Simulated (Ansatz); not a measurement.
**TaAl3: a short molecular-dynamics run**

Aim: set TaAl3 (an amorphous cell, 8 atoms, not relaxed) in motion for 30 steps of 1.5 fs under a Langevin thermostat at 300 K, and see how temperature, energy and positions respond.

Program: Ansatz 0.2.0. Level of theory: DFT PBE, plane waves, PAW, scalar-relativistic, no spin polarisation. These are calculated values, not measurements.

## 1. Starting point

The cell holds 8 atoms (Al6Ta2): a = 5.147 Å, b = 5.421 Å, c = 5.243 Å, α = 89.92°, β = 93.22°, γ = 78.30°.

As a file:

```cif
data_structure
_symmetry_space_group_name_H-M 'P 1'
_symmetry_Int_Tables_number 1
_cell_length_a 5.1469
_cell_length_b 5.4207
_cell_length_c 5.2428
_cell_angle_alpha 89.922
_cell_angle_beta 93.216
_cell_angle_gamma 78.304
_cell_volume 143.00
loop_
_atom_site_label
_atom_site_type_symbol
_atom_site_fract_x
_atom_site_fract_y
_atom_site_fract_z
_atom_site_occupancy
Ta1 Ta 0.23892 0.40725 0.63460 1
Ta2 Ta 0.51667 0.80051 0.89005 1
Al1 Al 0.37399 0.96666 0.36994 1
Al2 Al 0.03965 0.63722 0.07562 1
Al3 Al 0.72552 0.59078 0.44322 1
Al4 Al 0.88829 0.09787 0.38934 1
Al5 Al 0.48314 0.33990 0.16076 1
Al6 Al 0.81747 0.21991 0.83826 1
```

## 2. Molecular dynamics

input.yaml reads:

```yaml
crystal:
  lattice:
    - [5.13883, 0.108371, -0.266588]
    - [0.959976, 5.306234, -0.552974]
    - [-0.035882, 0.557069, 5.213004]
  atoms:
    - { symbol: Ta, position: [0.238925, 0.407249, 0.634596] }
    - { symbol: Ta, position: [0.516672, 0.800506, 0.890047] }
    - { symbol: Al, position: [0.373993, 0.966664, 0.369936] }
    - { symbol: Al, position: [0.039654, 0.637222, 0.075617] }
    - { symbol: Al, position: [0.725519, 0.590781, 0.443224] }
    - { symbol: Al, position: [0.888288, 0.097869, 0.389344] }
    - { symbol: Al, position: [0.483144, 0.3399, 0.160762] }
    - { symbol: Al, position: [0.817475, 0.219908, 0.838264] }
kpoints:
  mp_grid: { grid: [3, 3, 3] }
magnetization:
  spin_polarized: false
scf:
  occupations: { method: cold, width: 0.15 }
hamiltonian:
  pseudopotentials: { kind: paw }
  xc: pbe
basis:
  ecutwfc: 420
md:
  timestep: 1.5
  n_steps: 30
  ensemble: nvt_langevin
  temperature: 300.0
  initial_velocities: maxwell_boltzmann
  seed: 367167
```

The run is started by

```console
ansatz run input.yaml --threads 2 --pin off --max-ram 2560MiB --backend cpu --events-out ev --progress --plain --runs-dir out
```

Standard output:

```text
Warning: md: disabling space-group detection — thermal motion breaks the input geometry's symmetry, so no spatial operation reduces the k-mesh or symmetrises the density; time reversal is kept, so that k and −k are solved as one point where they differ and the mesh holds both, and exact exchange and, on two spinor components, a DFT+U term hold to it where the run has them: on two components no moment then forms, and a state that bears one, which a typed moment (crystal.atoms[].spin; refused beside efield: under a hybrid functional) reaches, can lie lower, under hf by electronvolts; crystal.symmetry.detect: false (a key that needs symmetry detection or time reversal refuses this as the deck is read) with time_reversal: false beside it drops time reversal too
Warning: RAYON_NUM_THREADS=2 ignored (pool sized by the plan → 2); use --threads N
Engine: ansatz 0.2.0, aarch64-unknown-linux-gnu
Pseudopotentials: kind: paw
Pseudopotential: Ta, paw, valence charge 13, recommended cutoff 420 eV (normal), Ta.paw.azcp
Pseudopotential: Al, paw, valence charge 3, recommended cutoff 420 eV (normal), Al.paw.azcp
Functional definition: PBE
  parameter kappa = 0.804
  parameter beta = 0.06672455060314922
  exchange = pbe_x(kappa = kappa, mu = beta*pi^2/3)
  correlation = pbe_c(beta = beta)
Crystal: 8 atoms, lattice volume = 142.997 Å³
Basis set: ecut = 420 eV, 2795 PW (Γ), exchange–correlation on 72×80×72 points (8 copies of the dense FFT grid, shifted against one another)
Bands: 30, of which v1, the nominal top of the filled ones, is band 22 counted from 1 (21 counted from 0)
Symmetry: 1 space group operations
k-points: 14 of 27 (time reversal used)
Non-local potential: Ta, projectors of the file, l = 0: 3, l = 1: 2, l = 2: 2, l = 3: 1
Non-local potential: Al, projectors of the file, l = 0: 2, l = 1: 2, l = 2: 1
PAW form: soft (Blöchl's): semilocal exchange-correlation on the pseudo side does not see the compensation charge
PAW one-centre angular grid: Ta, 590 points (default); XC on 64 Gauss nodes
PAW one-centre angular grid: Al, 110 points (default); XC on 64 Gauss nodes
Initial density: superposition of atomic densities (neutral atoms: chi_scale 0, normalization atom), corrected by the library's trained network
Initial wavefunctions: pseudopotential atomic-orbital guess
Functional: x = pbe(κ = 0.804, μ = 0.2195149727645171), c = pbe(β = 0.06672455060314922)
SCF iter   1: F=—  HF=-23087.192433 eV  |F-HF|=—  |Δ(HF+E_count)|=         —  Δρ=4.44e-3  dr2=2.83e-2  ethr=1.77e-3  ⟨swp⟩=6.5  Hψ=2068  notcnv=0
preconditioner: auto → Kerker (q_TF=auto, 2.242 Å⁻¹)  [metal: Δε(μ)=0.093 eV  Ē_g=5.304 eV  σ=0.150 eV  W_gap=0.45  n_scr=24 (ndim 8)  ℏωp=16.4 eV  f_vac=0.000  D(μ)=3.79/eV (n_scr^D=24)]
SCF iter   2: F=—  HF=-23087.189887 eV  |F-HF|=—  |Δ(HF+E_count)|=   2.55e-3  S|Δr|=    0.00e0  Δρ=2.55e-3  dr2=9.81e-3  ethr=6.42e-5  ⟨swp⟩=1.1  Hψ=533  notcnv=0
SCF iter   3: F=—  HF=-23087.188377 eV  |F-HF|=—  |Δ(HF+E_count)|=   1.51e-3  S|Δr|=    0.00e0  Δρ=3.24e-4  dr2=2.29e-4  ethr=2.23e-5  ⟨swp⟩=2.6  Hψ=573  notcnv=0
SCF iter   4: F=—  HF=-23087.188360 eV  |F-HF|=—  |Δ(HF+E_count)|=   1.72e-5  S|Δr|=    0.00e0  Δρ=1.21e-4  dr2=2.71e-5  ethr=5.21e-7  ⟨swp⟩=2.1  Hψ=548  notcnv=0
SCF iter   5: F=—  HF=-23087.188350 eV  |F-HF|=—  |Δ(HF+E_count)|=   9.92e-6  S|Δr|=    0.00e0  Δρ=1.83e-5  dr2=7.37e-7  ethr=6.16e-8  ⟨swp⟩=2.6  Hψ=589  notcnv=0
SCF iter   6: F=—  HF=-23087.188351 eV  |F-HF|=—  |Δ(HF+E_count)|=   7.58e-7  S|Δr|=    0.00e0  Δρ=4.14e-6  dr2=5.62e-8  ethr=1.68e-9  ⟨swp⟩=2.4  Hψ=585  notcnv=0
SCF iter   7: F=-23087.188351 eV  HF=-23087.188351 eV  |F-HF|=9.46e-10  |Δ(HF+E_count)|=   3.45e-9  S|Δr|=    0.00e0  Δρ=9.57e-7  dr2=2.53e-9  ethr=1.82e-11  ⟨swp⟩=4.6  Hψ=1312  notcnv=0
SCF 1 converged in 7 iterations: F = -23087.188351 eV  dr2 = 2.53e-9
md step     0: t =     0.00 fs  T =   262.5 K  F+E_penalty+E_count = -23087.18835051 eV  E_kin = 0.271446 eV  (7 SCF iters)
[... 10 lines left out ...]
md step     1: t =     1.50 fs  T =   260.0 K  F+E_penalty+E_count = -23087.20105735 eV  E_kin = 0.268907 eV  (5 SCF iters)
[... 8 lines left out ...]
md step     2: t =     3.00 fs  T =   250.5 K  F+E_penalty+E_count = -23087.21550188 eV  E_kin = 0.259050 eV  (5 SCF iters)
[... 1 line left out ...]
md step     3: t =     4.50 fs  T =   251.1 K  F+E_penalty+E_count = -23087.23302201 eV  E_kin = 0.259659 eV  (5 SCF iters)
md step     4: t =     6.00 fs  T =   262.0 K  F+E_penalty+E_count = -23087.25266295 eV  E_kin = 0.270934 eV  (5 SCF iters)
md step     5: t =     7.50 fs  T =   288.0 K  F+E_penalty+E_count = -23087.27401780 eV  E_kin = 0.297832 eV  (4 SCF iters)
md step     6: t =     9.00 fs  T =   318.4 K  F+E_penalty+E_count = -23087.29840399 eV  E_kin = 0.329266 eV  (4 SCF iters)
md step     7: t =    10.50 fs  T =   309.0 K  F+E_penalty+E_count = -23087.32362830 eV  E_kin = 0.319545 eV  (4 SCF iters)
md step     8: t =    12.00 fs  T =   328.3 K  F+E_penalty+E_count = -23087.34923789 eV  E_kin = 0.339511 eV  (4 SCF iters)
md step     9: t =    13.50 fs  T =   368.8 K  F+E_penalty+E_count = -23087.37604258 eV  E_kin = 0.381363 eV  (4 SCF iters)
md step    10: t =    15.00 fs  T =   425.5 K  F+E_penalty+E_count = -23087.40296423 eV  E_kin = 0.439975 eV  (5 SCF iters)
md step    11: t =    16.50 fs  T =   430.9 K  F+E_penalty+E_count = -23087.42784573 eV  E_kin = 0.445603 eV  (4 SCF iters)
md step    12: t =    18.00 fs  T =   488.2 K  F+E_penalty+E_count = -23087.45083618 eV  E_kin = 0.504827 eV  (4 SCF iters)
md step    13: t =    19.50 fs  T =   519.3 K  F+E_penalty+E_count = -23087.47096651 eV  E_kin = 0.536969 eV  (4 SCF iters)
md step    14: t =    21.00 fs  T =   537.5 K  F+E_penalty+E_count = -23087.48749759 eV  E_kin = 0.555802 eV  (4 SCF iters)
md step    15: t =    22.50 fs  T =   526.3 K  F+E_penalty+E_count = -23087.50219318 eV  E_kin = 0.544235 eV  (4 SCF iters)
md step    16: t =    24.00 fs  T =   554.1 K  F+E_penalty+E_count = -23087.51628053 eV  E_kin = 0.573018 eV  (4 SCF iters)
md step    17: t =    25.50 fs  T =   615.1 K  F+E_penalty+E_count = -23087.53154682 eV  E_kin = 0.636039 eV  (4 SCF iters)
md step    18: t =    27.00 fs  T =   587.7 K  F+E_penalty+E_count = -23087.54649404 eV  E_kin = 0.607776 eV  (4 SCF iters)
md step    19: t =    28.50 fs  T =   569.9 K  F+E_penalty+E_count = -23087.55831989 eV  E_kin = 0.589300 eV  (4 SCF iters)
md step    20: t =    30.00 fs  T =   600.5 K  F+E_penalty+E_count = -23087.56784213 eV  E_kin = 0.620961 eV  (6 SCF iters)
md step    21: t =    31.50 fs  T =   601.2 K  F+E_penalty+E_count = -23087.57661592 eV  E_kin = 0.621740 eV  (4 SCF iters)
md step    22: t =    33.00 fs  T =   615.1 K  F+E_penalty+E_count = -23087.58570647 eV  E_kin = 0.636064 eV  (4 SCF iters)
md step    23: t =    34.50 fs  T =   642.2 K  F+E_penalty+E_count = -23087.59471133 eV  E_kin = 0.664037 eV  (4 SCF iters)
md step    24: t =    36.00 fs  T =   646.4 K  F+E_penalty+E_count = -23087.60286213 eV  E_kin = 0.668411 eV  (4 SCF iters)
md step    25: t =    37.50 fs  T =   590.9 K  F+E_penalty+E_count = -23087.61071914 eV  E_kin = 0.611058 eV  (4 SCF iters)
md step    26: t =    39.00 fs  T =   574.2 K  F+E_penalty+E_count = -23087.62155456 eV  E_kin = 0.593731 eV  (4 SCF iters)
md step    27: t =    40.50 fs  T =   579.6 K  F+E_penalty+E_count = -23087.63758862 eV  E_kin = 0.599355 eV  (4 SCF iters)
md step    28: t =    42.00 fs  T =   600.1 K  F+E_penalty+E_count = -23087.65622849 eV  E_kin = 0.620525 eV  (4 SCF iters)
md step    29: t =    43.50 fs  T =   617.8 K  F+E_penalty+E_count = -23087.67486187 eV  E_kin = 0.638853 eV  (4 SCF iters)
[... 8 lines left out ...]
md step    30: t =    45.00 fs  T =   597.4 K  F+E_penalty+E_count = -23087.69439586 eV  E_kin = 0.617793 eV  (5 SCF iters)
SCF converged after 5 iterations
Stability not checked: this state was not tested for a lower state beside it, because cold or Methfessel-Paxton smearing, or corrected tetrahedra, fill the levels in a way that the test cannot read (fill_not_monotonic; see scf.lower_state_search)
Free energy (F): -23087.694396 eV
Harris-Foulkes:  -23087.694396 eV  (|F-HF|=2.11e-9)
Internal energy: -23087.698203 eV  (E = F + TS)
E sigma→0 (E₀):  -23087.695665 eV
Entropy (-TS):   0.003807 eV (0.476 meV/atom)
Fermi energy:    9.955556 eV
Step filling:    the computed levels leave a gap of 0.0391 eV = 0.3 smearing widths at the electron count; against every level under it full and every level over it empty, smearing changes F+E_penalty+E_count by +4.378 meV and its σ→0 estimate by +3.109 meV
--- Per-component energies (eV) ---
  E_band       = -346.390340
  E_kinetic    = 864.894268
  E_local      = -2155.280555  (includes V_loc(G=0)·N_el)
  E_nonlocal   = 92.292073
  E_hartree    = 839.042277
  E_xc         = -672.747086
  E_vxc        = -578.302135  (∫ρ·V_xc dr)
  E_paw        = -19597.779937  (= ΣΔE_a)
  E_vpaw       = -248.078944  (= ΣTr[D̂ρ^β])
  E_aug_tail   = 0.000291  (compensation charges beyond the density's cutoff)
  E_ewald      = -2458.119533
  E_smearing   = 0.003807  (= −TS)
  E_closure    = -0.000000  (closes the sum)
  Σ components = -23087.694396   (vs F -23087.694396, Δ=0.00e0)
--- Forces (eV/Å), atoms counted from 1 ---
  atom   1  Ta     1.19230366     0.64956581    -1.04608432
  atom   2  Ta     0.06652702     0.56187142    -0.07772707
  atom   3  Al    -0.24121903    -0.35179567    -0.23110376
  atom   4  Al     0.68057961     0.79109159    -0.33329832
  atom   5  Al    -1.02670423    -0.52842340     0.00312349
  atom   6  Al    -0.66914595     0.26402949     0.50664361
  atom   7  Al     0.37790542    -0.83851838     1.14629380
  atom   8  Al    -0.38025117    -0.54783722     0.03215332
  max |Σ_I F_I| component: 1.64e-5 eV/Å
--- MD trajectory: 30 steps, t = 0.0 → 45.0 fs ---
  final state: T = 597.4 K   F+E_penalty+E_count = -23087.69439586 eV   E_kin = 0.617793 eV
```

It took 54 s on 2 threads of an Arm CPU, shared host; peak memory 0.39 GiB.

## 3. Frames and traces

The trajectory, every 2 steps (energies from step 0); msd is the mean square displacement from the start, the centre of mass held:

| time (fs) | T (K) | potential energy change (meV/atom) | msd Al (Å²) | msd Ta (Å²) |
| --- | --- | --- | --- | --- |
| 0.0 | 262 | 0.0 | 0.000 | 0.000 |
| 3.0 | 251 | -3.4 | 0.000 | 0.000 |
| 6.0 | 262 | -8.0 | 0.001 | 0.000 |
| 9.0 | 318 | -13.8 | 0.002 | 0.000 |
| 12.0 | 328 | -20.1 | 0.004 | 0.000 |
| 15.0 | 425 | -26.8 | 0.007 | 0.000 |
| 18.0 | 488 | -32.8 | 0.011 | 0.000 |
| 21.0 | 537 | -37.4 | 0.016 | 0.001 |
| 24.0 | 554 | -41.0 | 0.022 | 0.001 |
| 27.0 | 588 | -44.8 | 0.029 | 0.001 |
| 30.0 | 600 | -47.4 | 0.036 | 0.001 |
| 33.0 | 615 | -49.7 | 0.045 | 0.001 |
| 36.0 | 646 | -51.8 | 0.054 | 0.002 |
| 39.0 | 574 | -54.2 | 0.064 | 0.002 |
| 42.0 | 600 | -58.5 | 0.073 | 0.002 |
| 45.0 | 597 | -63.3 | 0.083 | 0.003 |

time (fs), T (K) and a bar:
```
      0.0        262 #
      1.5        260 #
      4.5        251 
      6.0        262 #
      7.5        288 ###
     10.5        309 ####
     12.0        328 ######
     13.5        369 #########
     15.0        425 #############
     18.0        488 ##################
     19.5        519 #####################
     21.0        537 ######################
     24.0        554 #######################
     25.5        615 ############################
     27.0        588 ##########################
     30.0        600 ###########################
     31.5        601 ###########################
     33.0        615 ############################
     34.5        642 ##############################
     37.5        591 ##########################
     39.0        574 #########################
     40.5        580 #########################
     43.5        618 ############################
     45.0        597 ###########################
```

## 4. Snapshots as a file

Positions (Å) and forces (eV/Å):

```xyz
8
Lattice="5.139 0.108 -0.267 0.960 5.306 -0.553 -0.036 0.557 5.213" Properties=species:S:1:pos:R:3:forces:R:3 pbc="T T T" time_fs=6.0 T=262 dE=-0.0643
Ta    1.592    2.544    3.013    0.713    0.337   -0.033
Ta    3.387    4.796    4.064    0.456    0.234   -0.132
Al    2.848    5.374    1.317   -0.594   -0.582    0.571
Al    0.791    3.420    0.036    0.175    0.717   -0.043
Al    4.302    3.487    1.789    0.439   -0.153    0.587
Al    4.636    0.834    1.759    0.083   -0.965   -0.344
Al    2.793    1.930    0.499   -1.566    0.167   -1.327
Al    4.427    1.718    4.028    0.295    0.245    0.722
8
Lattice="5.139 0.108 -0.267 0.960 5.306 -0.553 -0.036 0.557 5.213" Properties=species:S:1:pos:R:3:forces:R:3 pbc="T T T" time_fs=12.0 T=328 dE=-0.1609
Ta    1.591    2.546    3.008    0.829    0.395   -0.127
Ta    3.386    4.791    4.069    0.394    0.322   -0.112
Al    2.851    5.369    1.338   -0.649   -0.409    0.400
Al    0.766    3.420    0.039    0.380    0.692   -0.112
Al    4.318    3.507    1.795    0.242   -0.478    0.517
Al    4.628    0.825    1.777   -0.051   -0.813   -0.485
Al    2.775    1.922    0.458   -1.297    0.091   -0.950
Al    4.480    1.720    4.039    0.151    0.200    0.868
8
Lattice="5.139 0.108 -0.267 0.960 5.306 -0.553 -0.036 0.557 5.213" Properties=species:S:1:pos:R:3:forces:R:3 pbc="T T T" time_fs=16.5 T=431 dE=-0.2395
Ta    1.592    2.548    3.005    0.882    0.448   -0.229
Ta    3.384    4.788    4.074    0.347    0.406   -0.110
Al    2.850    5.365    1.356   -0.607   -0.273    0.248
Al    0.748    3.424    0.041    0.482    0.705   -0.155
Al    4.326    3.518    1.804    0.126   -0.699    0.462
Al    4.625    0.811    1.788   -0.252   -0.635   -0.556
Al    2.751    1.922    0.421   -0.996   -0.091   -0.600
Al    4.525    1.721    4.052    0.019    0.140    0.940
8
Lattice="5.139 0.108 -0.267 0.960 5.306 -0.553 -0.036 0.557 5.213" Properties=species:S:1:pos:R:3:forces:R:3 pbc="T T T" time_fs=22.5 T=526 dE=-0.3138
Ta    1.596    2.553    3.001    0.925    0.544   -0.432
Ta    3.384    4.787    4.082    0.262    0.532   -0.125
Al    2.848    5.364    1.382   -0.482   -0.153    0.039
Al    0.724    3.434    0.042    0.615    0.741   -0.209
Al    4.340    3.531    1.816   -0.063   -0.937    0.391
Al    4.621    0.784    1.803   -0.537   -0.358   -0.572
Al    2.711    1.926    0.362   -0.568   -0.384   -0.051
Al    4.589    1.728    4.076   -0.152    0.015    0.960
8
Lattice="5.139 0.108 -0.267 0.960 5.306 -0.553 -0.036 0.557 5.213" Properties=species:S:1:pos:R:3:forces:R:3 pbc="T T T" time_fs=28.5 T=570 dE=-0.3700
Ta    1.600    2.557    2.997    0.979    0.616   -0.653
Ta    3.380    4.791    4.091    0.217    0.634   -0.094
Al    2.845    5.364    1.414   -0.380   -0.129   -0.166
Al    0.714    3.453    0.038    0.621    0.832   -0.248
Al    4.361    3.531    1.835   -0.324   -0.993    0.278
Al    4.604    0.756    1.804   -0.676   -0.094   -0.399
Al    2.665    1.931    0.303   -0.169   -0.698    0.485
Al    4.648    1.742    4.113   -0.269   -0.167    0.798
8
Lattice="5.139 0.108 -0.267 0.960 5.306 -0.553 -0.036 0.557 5.213" Properties=species:S:1:pos:R:3:forces:R:3 pbc="T T T" time_fs=33.0 T=615 dE=-0.3974
Ta    1.602    2.560    2.993    1.055    0.650   -0.820
Ta    3.376    4.794    4.098    0.191    0.675   -0.060
Al    2.842    5.362    1.438   -0.327   -0.162   -0.278
Al    0.712    3.474    0.032    0.591    0.906   -0.272
Al    4.378    3.522    1.849   -0.547   -0.917    0.188
Al    4.585    0.739    1.795   -0.702    0.060   -0.203
Al    2.629    1.932    0.266    0.106   -0.901    0.798
Al    4.693    1.753    4.145   -0.367   -0.311    0.646
8
Lattice="5.139 0.108 -0.267 0.960 5.306 -0.553 -0.036 0.557 5.213" Properties=species:S:1:pos:R:3:forces:R:3 pbc="T T T" time_fs=39.0 T=574 dE=-0.4332
Ta    1.602    2.564    2.988    1.141    0.658   -0.996
Ta    3.372    4.802    4.110    0.139    0.640   -0.037
Al    2.833    5.359    1.459   -0.293   -0.234   -0.314
Al    0.713    3.503    0.034    0.607    0.929   -0.317
Al    4.394    3.503    1.868   -0.838   -0.760    0.104
Al    4.555    0.723    1.778   -0.683    0.215    0.144
Al    2.589    1.915    0.227    0.334   -0.972    1.083
Al    4.750    1.759    4.207   -0.406   -0.476    0.334
8
Lattice="5.139 0.108 -0.267 0.960 5.306 -0.553 -0.036 0.557 5.213" Properties=species:S:1:pos:R:3:forces:R:3 pbc="T T T" time_fs=45.0 T=597 dE=-0.5060
Ta    1.602    2.571    2.981    1.192    0.650   -1.046
Ta    3.370    4.810    4.123    0.067    0.562   -0.078
Al    2.818    5.358    1.466   -0.241   -0.352   -0.231
Al    0.719    3.543    0.038    0.681    0.791   -0.333
Al    4.392    3.471    1.886   -1.027   -0.528    0.003
Al    4.523    0.712    1.763   -0.669    0.264    0.507
Al    2.564    1.889    0.205    0.378   -0.839    1.146
Al    4.804    1.759    4.271   -0.380   -0.548    0.032
```

## 5. Outcome

| quantity | value |
| --- | --- |
| length | 30 steps of 1.5 fs |
| temperature, first and last step | 262 and 597 K |
| temperature, second half | mean 595 K, from 526 to 646 K |
| potential energy, second half | -51 meV/atom from the start |
| mean square displacement, second half | Al 0.049, Ta 0.002 Å² |
| bonds among non-metal atoms formed or broken | 0 |

What this shows: Against a set 300 K the second half averages 595 K with a spread of 30 K (in equilibrium 8 atoms would scatter by about 87 K, over a far longer run); the potential energy of that half lies 51 meV/atom under the start, and the run is not yet in equilibrium. Over the second half Al atoms stand 0.2 Å (root mean square) from where they began, and the farthest move is 0.5 Å. A run of 45 fs with 8 atoms shows the motion but fixes no equilibrium value.
